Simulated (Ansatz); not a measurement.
# SbC2: a trial structure relaxed, part 2 of 2

Aim: relax a trial structure of SbC2 and see where it ends.

Ansatz 0.2.0; DFT PBE, scalar-relativistic, plane waves, PAW.

## Step 4: Final relaxation

The end of the coarse run is made exact in the group found at a tolerance of 0.06 Å and reduced to its primitive cell.

Input file input.yaml:

```yaml
crystal:
  lattice:
    - [3.4493420558, 0.0, 0.0]
    - [-1.7246710279, 2.9872178467, 0.0]
    - [0.0, 0.0, 7.9149320449]
  atoms:
    - { symbol: Sb, position: [0.0, 0.0, 0.5] }
    - { symbol: Sb, position: [0.0, 0.0, 0.0] }
    - { symbol: C, position: [0.6666666667, 0.3333333333, 0.3353530478] }
    - { symbol: C, position: [0.3333333333, 0.6666666667, 0.6646469522] }
    - { symbol: C, position: [0.3333333333, 0.6666666667, 0.8353530478] }
    - { symbol: C, position: [0.6666666667, 0.3333333333, 0.1646469522] }
basis:
  ecutwfc: 420
kpoints:
  mp_grid: { grid: [12, 12, 6] }
hamiltonian:
  xc: pbe
scf:
  occupations: { method: gaussian, width: 0.1 }
output:
  forces: true
  stress: true
  eigenvalues: true
relax:
  adjacent_minimum: "off"
  f_tol: 0.01
  max_steps: 80
  cell: { stress_tol: 0.05 }
```

Run with:

```sh
> ansatz run input.yaml --threads 1 --pin off --max-ram 2560MiB --backend cpu --events-out ev --progress --plain --runs-dir out
```

Output:

```text
Warning: RAYON_NUM_THREADS=1 ignored (pool sized by the plan → 1); use --threads N
Engine: ansatz 0.2.0, x86_64-unknown-linux-gnu
Pseudopotentials: kind: paw
Pseudopotential: Sb, paw, valence charge 15, recommended cutoff 420 eV (normal), Sb.paw.azcp
Pseudopotential: C, paw, valence charge 4, recommended cutoff 420 eV (normal), C.paw.azcp
Functional definition: PBE
  parameter kappa = 0.804
  parameter beta = 0.06672455060314922
  exchange = pbe_x(kappa = kappa, mu = beta*pi^2/3)
  correlation = pbe_c(beta = beta)
Crystal: 6 atoms, lattice volume = 81.555 Å³
Basis set: ecut = 420 eV, 1599 PW (Γ), exchange–correlation on 48×48×108 points (8 copies of the dense FFT grid, shifted against one another)
Bands: 29, of which v1, the nominal top of the filled ones, is band 23 counted from 1 (22 counted from 0)
Symmetry: 24 space group operations
Space group: P63/mmc (ITA 194), of the structure as read, at distance tolerance 4.3e-5 Å
k-points: 76 of 864
Non-local potential: Sb, projectors of the file, l = 0: 2, l = 1: 2, l = 2: 2, l = 3: 2
Non-local potential: C, projectors of the file, l = 0: 2, l = 1: 2, l = 2: 1
PAW form: soft (Blöchl's): semilocal exchange-correlation on the pseudo side does not see the compensation charge
PAW one-centre angular grid: Sb, 590 points (default); XC on 64 Gauss nodes
PAW one-centre angular grid: C, 110 points (default); XC on 64 Gauss nodes
Initial density: superposition of atomic densities (neutral atoms: chi_scale 0, normalization atom), corrected by the library's trained network
Initial wavefunctions: pseudopotential atomic-orbital guess
Functional: x = pbe(κ = 0.804, μ = 0.2195149727645171), c = pbe(β = 0.06672455060314922)
SCF iter   1: F=—  HF=-13965.225047 eV  |F-HF|=—  |Δ(HF+E_count)|=         —  Δρ=3.17e-3  dr2=7.24e-3  ethr=1.77e-3  ⟨swp⟩=5.9  Hψ=9908  notcnv=0
preconditioner: auto → Kerker (q_TF=auto, 2.480 Å⁻¹)  [metal: Δε(μ)=0.017 eV  Ē_g=10.266 eV  σ=0.100 eV  W_gap=0.10  n_scr=24 (ndim 8)  ℏωp=21.0 eV  f_vac=0.007  D(μ)=2.73/eV (n_scr^D=24)]
SCF iter   2: F=—  HF=-13965.225828 eV  |F-HF|=—  |Δ(HF+E_count)|=   7.82e-4  Δρ=1.92e-3  dr2=3.23e-3  ethr=1.57e-5  ⟨swp⟩=2.6  Hψ=4094  notcnv=0
SCF iter   3: F=—  HF=-13965.226362 eV  |F-HF|=—  |Δ(HF+E_count)|=   5.34e-4  Δρ=5.18e-4  dr2=2.72e-4  ethr=7.02e-6  ⟨swp⟩=3.0  Hψ=3886  notcnv=0
SCF iter   4: F=—  HF=-13965.226265 eV  |F-HF|=—  |Δ(HF+E_count)|=   9.70e-5  Δρ=2.18e-4  dr2=6.83e-5  ethr=5.91e-7  ⟨swp⟩=2.1  Hψ=3755  notcnv=0
SCF iter   5: F=—  HF=-13965.226262 eV  |F-HF|=—  |Δ(HF+E_count)|=   2.55e-6  Δρ=7.78e-5  dr2=5.82e-6  ethr=1.48e-7  ⟨swp⟩=2.5  Hψ=3510  notcnv=0
SCF iter   6: F=—  HF=-13965.226267 eV  |F-HF|=—  |Δ(HF+E_count)|=   5.06e-6  Δρ=2.13e-5  dr2=2.19e-7  ethr=1.27e-8  ⟨swp⟩=2.0  Hψ=3087  notcnv=0
SCF iter   7: F=-13965.226268 eV  HF=-13965.226268 eV  |F-HF|=9.50e-9  |Δ(HF+E_count)|=   1.98e-7  Δρ=2.41e-6  dr2=3.99e-9  ethr=2.17e-10  ⟨swp⟩=8.9  Hψ=9755  notcnv=0
SCF 1 converged in 7 iterations: F = -13965.226268 eV  dr2 = 3.99e-9
relax step   1: F+E_penalty+E_count = -13965.22626765 eV  Δ(F+E_penalty+E_count) = +0.000e0 eV  max|allowed force component| = 5.069e-1 eV/Å  Δτ_max = 0.0000 Å  P = -0.408 GPa  Ω = 81.555 Å³  (7 SCF iters, dr2 threshold 1.00e-7 eV, accepted)
Crystal: 6 atoms, lattice volume = 80.887 Å³
Basis set: ecut = 420 eV, 1603 PW (Γ), exchange–correlation on 48×48×108 points (8 copies of the dense FFT grid, shifted against one another)
Initial density: handed on by an earlier stage of this run
Initial wavefunctions: those handed on with the density
iter 1 solved again at ethr=1.60e-5 eV; its pass at ethr=3.10e-3 eV (dr2=7.36e-3 eV) is discarded
SCF iter   1: F=—  HF=-13965.223518 eV  |F-HF|=—  |Δ(HF+E_count)|=         —  Δρ=2.65e-3  dr2=7.08e-3  ethr=1.60e-5  ⟨swp⟩=1.8  Hψ=13620  notcnv=0
preconditioner: auto → Kerker (q_TF=auto, 2.483 Å⁻¹)  [metal: Δε(μ)=0.008 eV  Ē_g=10.331 eV  σ=0.100 eV  W_gap=0.05  n_scr=24 (ndim 8)  ℏωp=21.1 eV  f_vac=0.004  D(μ)=3.85/eV (n_scr^D=36)]
SCF iter   2: F=—  HF=-13965.222468 eV  |F-HF|=—  |Δ(HF+E_count)|=   1.05e-3  Δρ=1.61e-3  dr2=3.26e-3  ethr=1.54e-5  ⟨swp⟩=1.0  Hψ=2204  notcnv=0
SCF iter   3: F=—  HF=-13965.221624 eV  |F-HF|=—  |Δ(HF+E_count)|=   8.44e-4  Δρ=3.57e-4  dr2=1.28e-4  ethr=7.08e-6  ⟨swp⟩=2.0  Hψ=3035  notcnv=0
SCF iter   4: F=—  HF=-13965.221625 eV  |F-HF|=—  |Δ(HF+E_count)|=   4.73e-7  Δρ=8.95e-5  dr2=1.26e-5  ethr=2.79e-7  ⟨swp⟩=2.4  Hψ=3163  notcnv=0
SCF iter   5: F=—  HF=-13965.221632 eV  |F-HF|=—  |Δ(HF+E_count)|=   7.18e-6  Δρ=2.99e-5  dr2=6.50e-7  ethr=2.74e-8  ⟨swp⟩=2.0  Hψ=3218  notcnv=0
SCF iter   6: F=-13965.221633 eV  HF=-13965.221633 eV  |F-HF|=7.38e-8  |Δ(HF+E_count)|=   1.42e-6  Δρ=7.84e-6  dr2=5.37e-8  ethr=1.30e-9  ⟨swp⟩=5.9  Hψ=9053  notcnv=0
SCF 2 converged in 6 iterations: F = -13965.221633 eV  dr2 = 5.37e-8
relax step   2: F+E_penalty+E_count = -13965.22163325 eV  Δ(F+E_penalty+E_count) = +4.634e-3 eV  max|allowed force component| = 3.714e-1 eV/Å  Δτ_max = 0.0166 Å  P = +0.677 GPa  Ω = 80.887 Å³  energy of the carried Pulay correction = +1.131e-3 eV  (6 SCF iters, dr2 threshold 6.00e-7 eV, rejected (line search))
Crystal: 6 atoms, lattice volume = 81.176 Å³
iter 1 solved again at ethr=8.67e-5 eV; its pass at ethr=3.10e-3 eV (dr2=3.99e-2 eV) is discarded
SCF iter   1: F=—  HF=-13965.243993 eV  |F-HF|=—  |Δ(HF+E_count)|=         —  Δρ=7.01e-3  dr2=3.86e-2  ethr=8.67e-5  ⟨swp⟩=1.1  Hψ=12919  notcnv=0
preconditioner: auto → Kerker (q_TF=auto, 2.482 Å⁻¹)  [metal: Δε(μ)=0.005 eV  Ē_g=10.257 eV  σ=0.100 eV  W_gap=0.03  n_scr=24 (ndim 8)  ℏωp=21.0 eV  f_vac=0.005  D(μ)=2.87/eV (n_scr^D=24)]
SCF iter   2: F=—  HF=-13965.233766 eV  |F-HF|=—  |Δ(HF+E_count)|=   1.02e-2  Δρ=3.67e-3  dr2=9.65e-3  ethr=8.38e-5  ⟨swp⟩=2.0  Hψ=2994  notcnv=0
SCF iter   3: F=—  HF=-13965.230152 eV  |F-HF|=—  |Δ(HF+E_count)|=   3.61e-3  Δρ=4.42e-4  dr2=1.63e-4  ethr=2.10e-5  ⟨swp⟩=2.0  Hψ=3178  notcnv=0
SCF iter   4: F=—  HF=-13965.230152 eV  |F-HF|=—  |Δ(HF+E_count)|=   6.03e-7  Δρ=1.23e-4  dr2=2.28e-5  ethr=3.54e-7  ⟨swp⟩=2.2  Hψ=3124  notcnv=0
SCF iter   5: F=—  HF=-13965.230133 eV  |F-HF|=—  |Δ(HF+E_count)|=   1.85e-5  Δρ=3.37e-5  dr2=1.32e-6  ethr=4.96e-8  ⟨swp⟩=2.0  Hψ=3224  notcnv=0
SCF iter   6: F=—  HF=-13965.230136 eV  |F-HF|=—  |Δ(HF+E_count)|=   2.41e-6  Δρ=1.24e-5  dr2=1.80e-7  ethr=2.86e-9  ⟨swp⟩=2.6  Hψ=3803  notcnv=0
SCF iter   7: F=—  HF=-13965.230136 eV  |F-HF|=—  |Δ(HF+E_count)|=   1.25e-7  Δρ=3.57e-6  dr2=1.11e-8  ethr=3.91e-10  ⟨swp⟩=2.3  Hψ=3452  notcnv=0
SCF iter   8: F=—  HF=-13965.230136 eV  |F-HF|=—  |Δ(HF+E_count)|=   1.84e-8  Δρ=8.41e-7  dr2=6.58e-10  ethr=2.41e-11  ⟨swp⟩=2.0  Hψ=3189  notcnv=0
SCF iter   9: F=-13965.230136 eV  HF=-13965.230136 eV  |F-HF|=3.09e-11  |Δ(HF+E_count)|=   1.13e-9  Δρ=2.05e-7  dr2=3.53e-11  ethr=1.00e-12  ⟨swp⟩=5.2  Hψ=7942  notcnv=0
SCF 3 converged in 9 iterations: F = -13965.230136 eV  dr2 = 3.53e-11
relax step   3: F+E_penalty+E_count = -13965.23013587 eV  Δ(F+E_penalty+E_count) = -3.868e-3 eV  max|allowed force component| = 5.429e-1 eV/Å  Δτ_max = 0.0250 Å  P = -3.625 GPa  Ω = 81.176 Å³  energy of the carried Pulay correction = +6.410e-4 eV  (9 SCF iters, accepted)
[... 11 lines left out ...]
relax step   4: F+E_penalty+E_count = -13965.25976646 eV  Δ(F+E_penalty+E_count) = -2.963e-2 eV  max|allowed force component| = 7.290e-2 eV/Å  Δτ_max = 0.0014 Å  P = -0.305 GPa  Ω = 78.964 Å³  energy of the carried Pulay correction = +4.439e-3 eV  (6 SCF iters, dr2 threshold 6.00e-7 eV, accepted)
[... 8 lines left out ...]
relax step   5: F+E_penalty+E_count = -13965.26070308 eV  Δ(F+E_penalty+E_count) = -9.366e-4 eV  max|allowed force component| = 1.087e-2 eV/Å  Δτ_max = 0.0022 Å  P = +0.017 GPa  Ω = 78.798 Å³  energy of the carried Pulay correction = +4.728e-3 eV  (4 SCF iters, dr2 threshold 5.08e-7 eV, accepted)
[... 8 lines left out ...]
relax step   6: F+E_penalty+E_count = -13965.26073623 eV  Δ(F+E_penalty+E_count) = -3.316e-5 eV  max|allowed force component| = 3.318e-4 eV/Å  Δτ_max = 0.0003 Å  P = +0.004 GPa  Ω = 78.782 Å³  energy of the carried Pulay correction = +4.755e-3 eV  (4 SCF iters, dr2 threshold 7.38e-9 eV, accepted)
[... 8 lines left out ...]
relax step   7: F+E_penalty+E_count = -13965.25650488 eV  Δ(F+E_penalty+E_count) = +4.231e-3 eV  max|allowed force component| = 1.226e-3 eV/Å  Δτ_max = 0.0000 Å  P = -0.053 GPa  Ω = 78.782 Å³  stress off target by 7.61e-2 GPa  SCF on the basis re-selected at this cell (its energy is not comparable with the rows above)  (5 SCF iters)
[... 10 lines left out ...]
relax step   8: F+E_penalty+E_count = -13965.25660774 eV  Δ(F+E_penalty+E_count) = -1.029e-4 eV  max|allowed force component| = 2.632e-4 eV/Å  Δτ_max = 0.0002 Å  P = +0.007 GPa  Ω = 78.729 Å³  energy of the carried Pulay correction = +9.563e-5 eV  (5 SCF iters, dr2 threshold 1.45e-8 eV, accepted)
iter 1 solved again at ethr=1.82e-7 eV; its pass at ethr=3.10e-3 eV (dr2=8.38e-5 eV) is discarded
SCF iter   1: F=—  HF=-13965.256529 eV  |F-HF|=—  |Δ(HF+E_count)|=         —  Δρ=3.36e-6  dr2=4.07e-9  ethr=1.82e-7  ⟨swp⟩=3.0  Hψ=15190  notcnv=0
eigensolver tolerance schedule: the retry pair's looser diagonalisation over-reported the residual by 20572.14 of it (diagonalisation noise at an unbounded share of the residual, at the tolerance the schedule requests for it); recorded, not acted on — ethr = c·dr2/N_el stays at c = 1.0e-1
SCF iter   2: F=—  HF=-13965.256512 eV  |F-HF|=—  |Δ(HF+E_count)|=   1.71e-5  Δρ=1.91e-6  dr2=1.40e-9  ethr=8.86e-12  ⟨swp⟩=3.8  Hψ=5788  notcnv=0
SCF iter   3: F=—  HF=-13965.256512 eV  |F-HF|=—  |Δ(HF+E_count)|=  9.30e-10  Δρ=1.15e-6  dr2=6.93e-10  ethr=3.04e-12  ⟨swp⟩=1.2  Hψ=2354  notcnv=0
SCF iter   4: F=—  HF=-13965.256512 eV  |F-HF|=—  |Δ(HF+E_count)|=  8.15e-10  Δρ=3.64e-7  dr2=7.83e-11  ethr=1.51e-12  ⟨swp⟩=3.0  Hψ=4102  notcnv=0
SCF iter   5: F=-13965.256512 eV  HF=-13965.256512 eV  |F-HF|=9.09e-12  |Δ(HF+E_count)|=  3.09e-11  Δρ=1.63e-7  dr2=1.30e-11  ethr=1.00e-12  ⟨swp⟩=4.8  Hψ=7401  notcnv=0
SCF 9 converged in 5 iterations: F = -13965.256512 eV  dr2 = 1.30e-11
relax step   9: F+E_penalty+E_count = -13965.25651224 eV  Δ(F+E_penalty+E_count) = +9.550e-5 eV  max|allowed force component| = 2.346e-4 eV/Å  Δτ_max = 0.0000 Å  P = +0.006 GPa  Ω = 78.729 Å³  stress off target by 6.35e-3 GPa  SCF on the basis re-selected at this cell (its energy is not comparable with the rows above)  (5 SCF iters)
basis re-selected at this cell: Δ(F+E_penalty+E_count) = +9.550e-5 eV, ΔP = -0.001 GPa vs the last step (what re-selecting the basis moved, of the pressure what is left beyond the Pulay correction that the steps carried, after the strain that the cell walked since its last selection, with what the two solves' SCF thresholds leave and, on support functions, any second-order correction that the steps lacked; it is no measure of the basis error at this ecutwfc). This SCF's stress stands 6.35e-3 GPa from its target on what of the cell is left free (relax.cell.stress_tol is 5.00e-2 GPa) and its largest allowed force component is 2.35e-4 eV/Å (relax.f_tol is 1.00e-2 eV/Å): within both
SCF converged after 5 iterations
Free energy (F): -13965.256512 eV
Harris-Foulkes:  -13965.256512 eV  (|F-HF|=9.09e-12)
Internal energy: -13965.243558 eV  (E = F + TS)
E sigma→0 (E₀):  -13965.250035 eV
Entropy (-TS):   -0.012954 eV (-2.159 meV/atom)
Fermi energy:    11.844764 eV
--- Per-component energies (eV) ---
  E_band       = -238.736772
  E_kinetic    = 763.595142
  E_local      = -3264.717478  (includes V_loc(G=0)·N_el)
  E_nonlocal   = 838.574416
  E_hartree    = 1436.821697
  E_xc         = -466.902222
  E_vxc        = -428.044601  (∫ρ·V_xc dr)
  E_paw        = -9551.058050  (= ΣΔE_a)
  E_vpaw       = -1021.787717  (= ΣTr[D̂ρ^β])
  E_aug_tail   = 0.000020  (compensation charges beyond the density's cutoff)
  E_ewald      = -3721.557084
  E_smearing   = -0.012954  (= −TS)
  E_closure    = 0.000000  (closes the sum)
  Σ components = -13965.256512   (vs F -13965.256512, Δ=0.00e0)
--- Forces (eV/Å), atoms counted from 1 ---
  atom   1  Sb     0.00000000    -0.00000000     0.00000000
  atom   2  Sb    -0.00000000     0.00000000    -0.00000000
  atom   3  C      0.00000000     0.00000000     0.00023455
  atom   4  C     -0.00000000    -0.00000000    -0.00023455
  atom   5  C      0.00000000    -0.00000000     0.00023455
  atom   6  C     -0.00000000     0.00000000    -0.00023455
  max |Σ_I F_I| component: 1.11e-16 eV/Å
--- Stress (GPa, compression-positive) ---
        0.006346      -0.000000       0.000000
        0.000000       0.006346      -0.000000
        0.000000      -0.000000       0.005480
  P = ⅓ Tr σ = 0.0061 GPa (0.061 kbar)
--- Band table (eV; the first three rows and the last of 76) ---
  k-point 0: bands = ["-17.9993", "-17.9918", "-17.9918", "-17.9908", "-17.9908", "-17.9857", "-17.9450", "-17.9450", "-17.9412", "-17.9412", "-4.9152", "-3.3234", "-2.4349", "1.6745", "3.5748", "7.5780", "8.5368", "8.5368", "8.8773", "8.8773", "12.4262", "12.4262", "13.0257", "13.3398", "13.6359", "13.6359", "13.6452", "15.5755", "15.7659"]
  k-point 1: bands = ["-17.9984", "-17.9917", "-17.9917", "-17.9909", "-17.9909", "-17.9866", "-17.9447", "-17.9447", "-17.9414", "-17.9414", "-4.8599", "-3.6175", "-2.0464", "1.2155", "4.0530", "7.3430", "8.5578", "8.5578", "8.8522", "8.8522", "12.4833", "12.4833", "13.1162", "13.4619", "13.5010", "13.5010", "13.6100", "15.4049", "15.9717"]
  k-point 2: bands = ["-17.9959", "-17.9916", "-17.9916", "-17.9911", "-17.9911", "-17.9891", "-17.9440", "-17.9440", "-17.9421", "-17.9421", "-4.6947", "-4.0535", "-1.3300", "0.3724", "4.9468", "6.7249", "8.6160", "8.6160", "8.7856", "8.7856", "12.6478", "12.6478", "13.2084", "13.2084", "13.2545", "13.5157", "13.8669", "14.9768", "16.4697"]
  k-point 75: bands = ["-17.9768", "-17.9768", "-17.9750", "-17.9750", "-17.9547", "-17.9547", "-17.9543", "-17.9543", "-17.9493", "-17.9493", "-2.4912", "-2.4912", "1.7885", "1.7885", "2.7196", "2.7196", "5.3680", "5.3680", "6.8535", "6.8535", "7.2620", "7.2620", "11.5581", "11.5581", "14.7437", "14.7437", "16.3010", "16.3010", "19.3206"]
--- Relaxed structure (7 steps of the walk, 6 accepted, 2 SCFs on fresh bases) ---
  F+E_penalty+E_count = -13965.25651224 eV   max|allowed force component| = 2.346e-4 eV/Å   (the final SCF, on the basis selected at the relaxed cell)
  cell:  # Å, volume = 78.7287 Å³
    - [3.4125457653700564, -1.634012431676102e-33, -1.0212577697975634e-34]
    - [-1.7062728826850282, 2.9553513243874794, -1.3482532070427898e-18]
    - [2.3433993258611617e-34, -3.572331534144276e-18, 7.806305366922325]
  atoms:
    - { symbol: Sb, position: [0.0, -9.62964972193618e-35, 0.5000000000000001] }
    - { symbol: Sb, position: [1.1745026744243365e-34, 6.46822343317715e-35, 1.461139919783712e-19] }
    - { symbol: C, position: [0.6666666666666666, 0.33333333333333337, 0.3384750332581666] }
    - { symbol: C, position: [0.33333333333333337, 0.6666666666666667, 0.6615249667418336] }
    - { symbol: C, position: [0.33333333333333337, 0.6666666666666667, 0.8384750332581667] }
    - { symbol: C, position: [0.6666666666666666, 0.33333333333333337, 0.16152496674183348] }
```

It took 22 s on 1 thread of AMD EPYC 9R45 (Zen 5), shared host; peak memory 0.52 GiB.

Step by step:

```csv
step,energy from step 1 (eV/cell),largest force component (eV/Å),pressure (GPa),volume (Å³)
1,0.0000,0.5069,-0.41,81.55
2,0.0046,0.3714,0.68,80.89
3,-0.0039,0.5429,-3.63,81.18
4,-0.0335,0.0729,-0.31,78.96
5,-0.0344,0.0109,0.02,78.80
6,-0.0345,0.0003,0.00,78.78
7,-0.0302,0.0012,-0.05,78.78
8,-0.0303,0.0003,0.01,78.73
9,-0.0302,0.0002,0.01,78.73
```

Step 1 is the start. Steps 7, 9 each repeat the geometry before them on a plane-wave basis chosen anew, so the energy can jump there without any move. Step 2 was tried and not accepted.

|  | before | after | change |
| --- | --- | --- | --- |
| a (Å) | 3.449 | 3.413 | -1.1 % |
| b (Å) | 3.449 | 3.413 | -1.1 % |
| c (Å) | 7.915 | 7.806 | -1.4 % |
| volume (Å³/atom) | 13.59 | 13.12 | -3.5 % |
| shortest distance (Å) | 1.351 | 1.381 | +2.2 % |
| space group (0.01 Å) | P6_3/mmc | P6_3/mmc | same |

Forces and stress were held to the start's 24 operations: a distortion of lower symmetry was not tested.

## Step 5: Changing settings: ecutrho_ratio 12

Input file input.yaml:

```yaml
crystal:
  lattice:
    - [3.4125457654, 0.0, 0.0]
    - [-1.7062728827, 2.9553513244, 0.0]
    - [0.0, 0.0, 7.8063053669]
  atoms:
    - { symbol: Sb, position: [0.0, 0.0, 0.5] }
    - { symbol: Sb, position: [0.0, 0.0, 0.0] }
    - { symbol: C, position: [0.6666666667, 0.3333333333, 0.3384750333] }
    - { symbol: C, position: [0.3333333333, 0.6666666667, 0.6615249667] }
    - { symbol: C, position: [0.3333333333, 0.6666666667, 0.8384750333] }
    - { symbol: C, position: [0.6666666667, 0.3333333333, 0.1615249667] }
basis:
  ecutwfc: 420
  ecutrho_ratio: 12
kpoints:
  mp_grid: { grid: [12, 12, 6] }
hamiltonian:
  xc: pbe
scf:
  occupations: { method: gaussian, width: 0.1 }
output:
  forces: true
  eigenvalues: true
  stress: true
```

Run with:

```sh
> ansatz run input.yaml --threads 1 --pin off --max-ram 2560MiB --backend cpu --events-out ev --progress --plain --runs-dir out
```

Output, cut to the lines that bear on the results:

```text
Warning: RAYON_NUM_THREADS=1 ignored (pool sized by the plan → 1); use --threads N
[...]
[... 4 set-up lines as earlier in the session ...]
[...]
Crystal: 6 atoms, lattice volume = 78.729 Å³
Basis set: ecut = 420 eV, 1539 PW (Γ), exchange–correlation on 80×80×192 points (8 copies of the dense FFT grid, shifted against one another)
Bands: 29, of which v1, the nominal top of the filled ones, is band 23 counted from 1 (22 counted from 0)
[... 2 set-up lines as earlier in the session ...]
k-points: 76 of 864
[...]
SCF iter   1: F=—  HF=-13965.257323 eV  |F-HF|=—  |Δ(HF+E_count)|=         —  Δρ=3.89e-3  dr2=1.01e-2  ethr=1.77e-3  ⟨swp⟩=5.8  Hψ=9819  notcnv=0
[...]
SCF iter   7: F=-13965.256543 eV  HF=-13965.256543 eV  |F-HF|=2.55e-9  |Δ(HF+E_count)|=   2.83e-7  Δρ=3.29e-6  dr2=5.68e-9  ethr=2.17e-10  ⟨swp⟩=8.9  Hψ=9569  notcnv=0
[...]
SCF converged after 7 iterations
Free energy (F): -13965.256543 eV
[...]
E sigma→0 (E₀):  -13965.250066 eV
Entropy (-TS):   -0.012954 eV (-2.159 meV/atom)
Fermi energy:    11.844745 eV
[...]
--- Forces (eV/Å), atoms counted from 1 ---
  atom   1  Sb     0.00000000    -0.00000000     0.00000000
  atom   2  Sb     0.00000000    -0.00000000     0.00000000
  atom   3  C      0.00000000     0.00000000     0.00020481
  atom   4  C     -0.00000000    -0.00000000    -0.00020481
  atom   5  C      0.00000000    -0.00000000     0.00020481
  atom   6  C     -0.00000000     0.00000000    -0.00020481
[...]
--- Stress (GPa, compression-positive) ---
        0.006489       0.000000      -0.000000
        0.000000       0.006489      -0.000000
       -0.000000      -0.000000       0.005511
  P = ⅓ Tr σ = 0.0062 GPa (0.062 kbar)
--- Band table (eV; the first three rows and the last of 76) ---
[...]
```

It took 2.6 s on 1 thread of AMD EPYC 9R45 (Zen 5), shared host; peak memory 0.61 GiB.

```
    run     ending  energy change  pressure (GPa)  gap (eV)  force (eV/Å)  cycles   time
 step 4  converged              0             0.0      0.00          0.00       -   22 s
variant  converged   0.0 meV/atom             0.0      0.00          0.00       7  2.6 s
```

Changing the numerical grids hardly moves the energy: 0.0 meV/atom.

## Step 6: Results

The summary covers parts 1 to 2. Changes of volume or cell count from the first structure of part 1.

| quantity | value |
| --- | --- |
| symmetry at the end (tolerance 0.05 Å) | space group P6_3/mmc (No. 194) |
| conventional cell | a = 3.413 Å, b = 3.413 Å, c = 7.806 Å, α = 90.00°, β = 90.00°, γ = 120.00° |
| volume | 13.12 Å³/atom |
| energy over the elements | +1.25 eV/atom |
| gap on the mesh | none (metal) |

What this shows: The space group P6_3/mmc (No. 194) is kept, and the volume per atom grows by 5.8 % from the first guess. The formation energy is positive, so the separate elements lie lower. No finished test with a distortion of lower symmetry is shown, so the end may be a saddle point. The runs treat Sb without spin-orbit coupling.
